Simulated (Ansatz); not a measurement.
# CH8OSSi2: the cost of one run

Program: Ansatz 0.2.0. Level of theory: RKS PBE0-D4/def2-SVP. These are calculated values, not measurements.

### 1 The structure to begin with

Bond lengths: Si1–O2 1.609 Å, O2–C3 1.418 Å, C3–Si4 1.980 Å, Si4–S5 2.120 Å, Si1–H6 1.450 Å, Si1–H7 1.524 Å, Si1–H8 1.485 Å, C3–H9 1.082 Å, C3–H10 1.075 Å, Si4–H11 1.405 Å, Si4–H12 1.503 Å, S5–H13 1.387 Å. Angles (14 of 20 angles, heavy atoms first): Si1–O2–C3 117.0°, O2–C3–Si4 116.0°, C3–Si4–S5 106.9°, O2–Si1–H6 112.8°, O2–Si1–H7 108.7°, O2–Si1–H8 109.8°, O2–C3–H9 110.1°, O2–C3–H10 110.5°, Si4–C3–H9 103.0°, Si4–C3–H10 104.7°, C3–Si4–H11 110.7°, C3–Si4–H12 108.1°, S5–Si4–H11 111.7°, S5–Si4–H12 108.0°.

Coordinates:

```xyz
13

Si   -2.2368    0.0851   -0.5649
O    -0.8555   -0.0671    0.2464
C     0.3240   -0.2437   -0.5198
Si    2.0107   -0.3936    0.5071
S     2.1456    1.3362    1.7257
H    -2.5171   -1.0544   -1.4172
H    -2.1502    1.3235   -1.4482
H    -3.3554    0.3173    0.3845
H     0.4951    0.6232   -1.1439
H     0.2707   -1.1537   -1.0901
H     3.1116   -0.5068   -0.3582
H     1.9011   -1.5897    1.4108
H     0.8767    1.2889    2.2827
```

### 2 End point A

Input file input.yaml:

```yaml
crystal:
  periodic: [false, false, false]
  atoms:
    - { symbol: Si, position_ang: [-2.2368, 0.0851, -0.5649] }
    - { symbol: O, position_ang: [-0.8555, -0.0671, 0.2464] }
    - { symbol: C, position_ang: [0.324, -0.2437, -0.5198] }
    - { symbol: Si, position_ang: [2.0107, -0.3936, 0.5071] }
    - { symbol: S, position_ang: [2.1456, 1.3362, 1.7257] }
    - { symbol: H, position_ang: [-2.5171, -1.0544, -1.4172] }
    - { symbol: H, position_ang: [-2.1502, 1.3235, -1.4482] }
    - { symbol: H, position_ang: [-3.3554, 0.3173, 0.3845] }
    - { symbol: H, position_ang: [0.4951, 0.6232, -1.1439] }
    - { symbol: H, position_ang: [0.2707, -1.1537, -1.0901] }
    - { symbol: H, position_ang: [3.1116, -0.5068, -0.3582] }
    - { symbol: H, position_ang: [1.9011, -1.5897, 1.4108] }
    - { symbol: H, position_ang: [0.8767, 1.2889, 2.2827] }
basis:
  gaussian: { orbitals: def2-SVP }
hamiltonian:
  xc: pbe0
  dispersion: d4
relax:
  f_tol: 0.02
  max_steps: 50
```

Command:

```console
ansatz run input.yaml --threads 2 --pin off --max-ram 3072MiB --backend cpu --events-out ev --progress --plain --runs-dir out
```

Q: Estimate wall time and peak memory on 2 threads of Arm Neoverse N1, shared host.

About 1.8 min, with a peak of 0.31 GiB.
